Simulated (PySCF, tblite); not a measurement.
**C8H9O radical: geometry, infrared bands and EPR parameters**

Wanted: the infrared bands and EPR parameters of C8H9O radical (`CCc1ccccc1[O]`), by calculation.

The runs use tblite 0.8.0 and PySCF 2.14.0, with density-fitted response routines of our own; the level of theory stands in each step. All values are computed, except where a source is named. Atoms are numbered from 0 throughout.

## (1) Starting geometry

18 atoms, charge 0, multiplicity 2; geometry from: force field or distance geometry start.

Bonds of the start (Å): C0–C1 1.51, C1–C2 1.53, C2–C3 1.40, C3–C4 1.39, C4–C5 1.38, C5–C6 1.40, C6–C7 1.41, C7–O8 1.27, C7–C2 1.43, C0–H9 1.09, C0–H10 1.11, C0–H11 1.09, C1–H12 1.11, C1–H13 1.10, C3–H14 1.09, C4–H15 1.08, C5–H16 1.09, C6–H17 1.08.

## (2) Relaxing the molecule with GFN2-xTB

Job settings and geometry (Å):

```
{"job": {"kind": "relax", "xc": "GFN2-xTB", "basis": "xTB"}, "charge": 0, "multiplicity": 2}
C     -2.443600     0.246200    -0.595900
C     -1.621500     0.101000     0.658200
C     -0.120400     0.023900     0.365000
C      0.428300    -1.243600     0.121400
C      1.776200    -1.401900    -0.162500
C      2.571500    -0.272600    -0.247400
C      2.018900     0.996600    -0.025400
C      0.663800     1.214200     0.289800
O      0.211500     2.387000     0.474300
H     -2.208700     1.169700    -1.127000
H     -3.519600     0.279000    -0.343400
H     -2.296200    -0.593600    -1.278500
H     -1.926000    -0.815800     1.204600
H     -1.829300     0.913000     1.363000
H     -0.207300    -2.122400     0.187400
H      2.193300    -2.383000    -0.331600
H      3.633000    -0.351500    -0.473800
H      2.667300     1.860000    -0.090000
```

Started as:

```
$ OMP_NUM_THREADS=1 python probes_run.py task.json out
```

The driver reads the jobs from task.json and runs them one after another.

**Question.** This job is followed by: GFN2-xTB harmonic vibrations, gas phase; UKS B3LYP, pcH-1 on C H O, non-relativistic, mean-field spin-orbit, GIAO. Predict these results of the whole session: strongest single infrared mode (GFN2-xTB); zero-point energy (GFN2-xTB); g(iso) (B3LYP); ⟨S²⟩; largest a(iso) (averaged by class); potential on the surface of density 0.002 e/bohr³, 1st and 99th percentile.

**Answer**, as computed:

| quantity | value |
| --- | --- |
| strongest single infrared mode (GFN2-xTB) | 1545 cm⁻¹, 151 km/mol |
| zero-point energy (GFN2-xTB) | 90.6 kcal/mol |
| g(iso) (B3LYP) | 2.00542 |
| ⟨S²⟩ | 0.782 (exact 0.75) |
| largest a(iso) (averaged by class) | 13C on C4, 33.8 MHz |
| potential on the surface of density 0.002 e/bohr³, 1st and 99th percentile | -1.75 V and 1.15 V |

In words: Over 42 steps the energy fell by 0.226 eV; of the close pairs, C6–C7 changed most, 1.408 to 1.450 Å. All 48 modes are real, so the xTB geometry is a minimum. The strongest single mode, at 1545 cm⁻¹, moves mainly C7 and O8. Unscaled tight-binding wavenumbers are off by several per cent, some by more. Its intensities can rank the bands wrongly. The largest spin populations lie on C4 (0.40 e), O8 (0.39 e), C2 (0.34 e), C6 (0.29 e). The isotropic g lies 3.1 ppt above the free-electron value. The conformer search found further structures of the same energy, which may be mirror or relabelled copies of this one.
